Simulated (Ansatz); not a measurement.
**CH₅BSe₂: up Jacob's ladder to CCSD(T)**

The task here is to estimate one member of a computed series from the others.

The runs use Ansatz 0.2.0, Gaussian basis; functionals in def2-TZVPP, the program's frozen cores in correlated methods.

The runs, in order: LDA (SPW92), PBE-D4, revPBE-D4, BLYP-D4, r2SCAN-D4, B97M-V, PBE0-D4, B3LYP-D4, r2SCANh-D4, r2SCAN0-D4, HSE06-D4, BHLYP-D4, CAM-B3LYP-D4, LC-ωPBE, ωB97X-V, ωB97M-V, B2PLYP, PBE-QIDH; CCSD(T)/def2-SVP; CCSD(T)/def2-TZVPP; MP2/def2-QZVPP; extrapolation to the limit; RPA on PBE.

### Structure used throughout

All runs share one geometry, relaxed beforehand with PBE0-D4 in a triple-zeta def2 set.

SMILES `CB([SeH])[SeH]`, 9 atoms, charge 0, spin multiplicity 1.

Atoms are counted from 1 here; the program's logs count them from 0.

Bond lengths: C1–B2 1.563 Å, C1–H5 1.092 Å, C1–H6 1.097 Å, C1–H7 1.092 Å, B2–Se3 1.941 Å, B2–Se4 1.941 Å, Se3–H8 1.468 Å, Se4–H9 1.468 Å. Angles: B2–C1–H5 112.7°, B2–C1–H6 108.4°, B2–C1–H7 112.9°, H5–C1–H6 106.9°, H5–C1–H7 108.6°, H6–C1–H7 107.0°, C1–B2–Se3 122.8°, C1–B2–Se4 122.6°, Se3–B2–Se4 114.6°, B2–Se3–H8 95.2°, B2–Se4–H9 95.1°.

The first run:

Input file in.yaml:

```yaml
crystal:
  periodic: [false, false, false]
  atoms:
    - {symbol: C, position_ang: [0.052998, 0.571625, -0.748476]}
    - {symbol: B, position_ang: [-0.038739, -0.396046, 0.475520]}
    - {symbol: Se, position_ang: [0.909104, -2.087722, 0.550596]}
    - {symbol: Se, position_ang: [-1.058710, 0.029096, 2.071280]}
    - {symbol: H, position_ang: [-0.846655, 1.177957, -0.875516]}
    - {symbol: H, position_ang: [0.884110, 1.266788, -0.577800]}
    - {symbol: H, position_ang: [0.258871, 0.052448, -1.687007]}
    - {symbol: H, position_ang: [1.490970, -1.973096, -0.792717]}
    - {symbol: H, position_ang: [-1.563347, 1.312649, 1.567019]}
basis:
  gaussian: {orbitals: def2-TZVPP}
hamiltonian: {xc: lda}
output: {orbitals: {seedname: orbitals}}
```

Run with:

```
$ ansatz run in.yaml --threads 4 --pin off --events-out ev --progress --plain --max-ram 10444MiB
```

Among the steps run: LDA; PBE-D4 (GGA); revPBE-D4 (GGA); BLYP-D4 (GGA); r2SCAN-D4 (meta-GGA); B97M-V (meta-GGA); PBE0-D4 (hybrid); B3LYP-D4 (hybrid); r2SCANh-D4 (hybrid); r2SCAN0-D4 (hybrid); HSE06-D4 (hybrid); BHLYP-D4 (hybrid); CAM-B3LYP-D4 (range-separated); LC-ωPBE (range-separated); ωB97X-V (range-separated); ωB97M-V (range-separated); B2PLYP (double hybrid); PBE-QIDH (double hybrid).

One of the session's tables, all rows but one given; the rest of the session is left out.

It belongs to the step «Orbital energies across the functionals». 

```
  functional  HOMO (eV)  gap (eV)
 LDA (SPW92)      -6.00      4.09
      PBE-D4      -5.85      4.15
   revPBE-D4      -5.80      4.19
     BLYP-D4      -5.68      4.16
   r2SCAN-D4          ?         ?
      B97M-V      -6.14      4.80
     PBE0-D4      -6.92      6.08
    B3LYP-D4      -6.69      5.69
  r2SCANh-D4      -6.51      5.37
  r2SCAN0-D4      -7.10      6.41
    HSE06-D4      -6.53      5.31
    BHLYP-D4      -7.84      8.04
CAM-B3LYP-D4      -8.14      8.41
     LC-ωPBE      -9.47     10.76
     ωB97X-V      -9.13     10.39
     ωB97M-V      -9.00     10.10
```

Estimate the missing values for r2SCAN-D4.

Worked estimate for «HOMO (eV)». Against the share of exact exchange, r2SCANh-D4 (0.1, -6.51), r2SCAN0-D4 (0.25, -7.10) give a slope of -3.93 per unit share; at 0 the line stands at -6.12.

**Answer.** HOMO (eV): -6.12; gap (eV): 4.68. In «HOMO (eV)» the line misses by 0.00.
